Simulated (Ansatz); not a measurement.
# NbVS3: the cost of one run

Method: DFT PBE, scalar-relativistic, plane waves, PAW, in Ansatz 0.2.0.

### Step 1. The system as given

Symmetry: Pm-3m, No. 221, cubic system. The conventional cell has a = 4.772 Å, b = 4.772 Å, c = 4.772 Å, α = 90.00°, β = 90.00°, γ = 90.00°. Nb (site symmetry m-3m) is surrounded by 6 S at 2.39 Å. V (site symmetry m-3m) is surrounded by 12 S at 3.37 Å. S (site symmetry 4/mmm) has 2 Nb at 2.39 Å and 4 V at 3.37 Å in its first shell of neighbours.

As a file:

```xyz
5
Lattice="4.7723 0.0000 0.0000 0.0000 4.7723 0.0000 0.0000 0.0000 4.7723" Properties=species:S:1:pos:R:3 pbc="T T T"
Nb    2.3862    2.3862    2.3862
V     0.0000    0.0000    0.0000
S     0.0000    2.3862    2.3862
S     2.3862    0.0000    2.3862
S     2.3862    2.3862    0.0000
```

It is the end of an earlier relaxation with the same method, from a database cell with other species swapped in; it is a trial structure. At a tolerance of 0.05 Å it has space group Pm-3m (No. 221); it has 21.74 Å³/atom, an uncorrected energy of -0.02 eV/atom over the elements.

### Step 2. Bands, states and charges

The input, input.yaml:

```yaml
crystal:
  lattice:
    - [4.7723148074, 0.0, 0.0]
    - [0.0, 4.7723148074, 0.0]
    - [0.0, 0.0, 4.7723148074]
  atoms:
    - { symbol: Nb, position: [0.5, 0.5, 0.5] }
    - { symbol: V, position: [0.0, 0.0, 0.0], spin: 3.55 }
    - { symbol: S, position: [0.0, 0.5, 0.5] }
    - { symbol: S, position: [0.5, 0.0, 0.5] }
    - { symbol: S, position: [0.5, 0.5, 0.0] }
basis:
  ecutwfc: 420
kpoints:
  mp_grid: { grid: [8, 8, 8] }
  band_path:
    path:
      - [[0.0, 0.0, 0.0], [0.0, 0.5, 0.0], [0.5, 0.5, 0.0], [0.0, 0.0, 0.0], [0.5, 0.5, 0.5], [0.0, 0.5, 0.0]]
      - [[0.5, 0.5, 0.5], [0.5, 0.5, 0.0]]
    npoints: 14
hamiltonian:
  xc: pbe
scf:
  occupations: { method: gaussian, width: 0.1 }
  n_extra_bands: 12
output:
  forces: true
  stress: true
  eigenvalues: true
  populations: true
  dos: { projected: true, de: 0.02, nscf_kmesh: { grid: [10, 10, 10] } }
  bader: true
  write_density: true
  write_potential: true
  elf: true
  volumetric_format: npy
magnetization:
  spin_polarized: true
checkpoint:
  read: start.run
  write: ck
  compress: false
  write_wavefunctions: false
  write_every: 100000
```

Command:

```bash
$ ansatz run input.yaml --threads 1 --pin off --max-ram 2560MiB --backend cpu --events-out ev --progress --plain --runs-dir out
```

What time and memory should one allow on 1 thread of AMD EPYC 9R45 (Zen 5), shared host?

About 2.9 min, with a peak of 1.3 GiB.
